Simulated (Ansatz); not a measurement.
# CHNZn: the cost of one run

Program: Ansatz 0.2.0. Level of theory: the levels named in each step. These are calculated values, not measurements.

## (1) Starting point

Bond lengths: C1–N2 1.164 Å, N2–Zn3 1.821 Å, Zn3–H4 1.475 Å. Angles: C1–N2–Zn3 180.0°, N2–Zn3–H4 180.0°.

Coordinates:

```xyz
4

C     0.0000    0.0000   -2.1524
N     0.0000    0.0000   -0.9880
Zn    0.0000    0.0000    0.8329
H     0.0000    0.0000    2.3075
```

## (2) A rough first relaxation, PBE-D4/def2-SVP

This run stands in another session on the same molecule. It ended at:

```xyz
4

C     0.0000    0.0000   -2.1930
N     0.0000    0.0000   -1.0012
Zn    0.0000    0.0000    0.8385
H     0.0000    0.0000    2.3557
```

## (3) Relaxation, PBE0-D4/def2-TZVPP

Input file input.yaml:

```yaml
crystal:
  periodic: [false, false, false]
  atoms:
    - { symbol: C, position_ang: [0.0, 0.0, -2.19303345] }
    - { symbol: "N", position_ang: [0.0, 0.0, -1.00124355] }
    - { symbol: Zn, position_ang: [0.0, 0.0, 0.83853018] }
    - { symbol: H, position_ang: [0.0, 0.0, 2.35574682] }
basis:
  gaussian: { orbitals: def2-TZVPP }
hamiltonian:
  xc: pbe0
  dispersion: d4
relax:
  f_tol: 0.002
  max_steps: 150
```

The run is started by

```console
ansatz run input.yaml --threads 2 --pin off --max-ram 5120MiB --backend cpu --events-out ev --progress --plain --runs-dir out
```

**Question.** How long does this run take on 2 threads of Arm Neoverse V1, shared host, and how much memory does it need?

About 11 s, with a peak of 0.28 GiB.
